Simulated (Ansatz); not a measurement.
This script makes the interaction energy of a dimer with the counterpoise correction of ClI with Ansatz 0.2.0 through its Python package.

`cli_dimer.py`:
```python
'''Interaction energy of two ClI molecules, with the counterpoise correction.'''

import ansatz as az

FIRST = [
    ('I', (0.0, 0.0, -1.14)),
    ('Cl', (0.0, 0.0, 1.14)),
]
SECOND = [
    ('I', (-3.6738, 1.3516, 2.1489)),
    ('Cl', (-2.2795, -0.3568, 2.7282)),
]

def energy(atoms, ghosts=()):
    molecule = az.Crystal.molecule()
    for symbol, xyz in atoms:
        molecule = molecule.atom(symbol, xyz)
    calc = (
        molecule.calculation()
        .basis(gaussian='def2-SVP')
        .functional('PBE')
    )
    deck = calc.input()
    if ghosts:
        deck = deck.set(az.key.basis.gaussian.ghost_atoms, [{'symbol': s, 'position_ang': list(xyz)} for s, xyz in ghosts])
    return az.Session.from_dict(deck).plan().execute().report['free_energy_ev']

# ghost atoms carry the functions of the partner
both = energy(FIRST + SECOND)
alone = energy(FIRST) + energy(SECOND)
ghosted = energy(FIRST, SECOND) + energy(SECOND, FIRST)
print(f'dimer {both:.6f} eV')
print(f'interaction, uncorrected   {(both - alone):8.3f} eV')
print(f'interaction, counterpoise  {(both - ghosted):8.3f} eV')
print(f'basis-set superposition    {(alone - ghosted):8.3f} eV')
```

How large is the interaction at this pose, and how much of it is basis-set superposition?

Uncorrected it is 0.234 eV, with the counterpoise correction 0.310 eV; the difference, 0.08 eV, is the superposition error. In this basis both values are repulsive.

What the script printed:

`python cli_dimer.py` gives:
```text
dimer -41227.201412 eV
interaction, uncorrected      0.234 eV
interaction, counterpoise     0.310 eV
basis-set superposition       0.076 eV
```

What to keep in mind:
- Total energies depend on the basis set; only differences at equal settings carry meaning.
- The dimer is a generated trial pose of unrelaxed monomers, not a minimum, so the figure is no binding energy, and the basis set is small.
- def2 sets replace the cores of elements past krypton by effective core potentials.
- This level lacks the dispersion part of the attraction (electrostatics and induction are there), which can decide the sign where the interaction is weak.
- The spin state was assumed, and another may lie lower.
- It ran for 6.2 s on 1 thread of Arm Neoverse V1, on a shared host, peak memory 0.18 GiB.
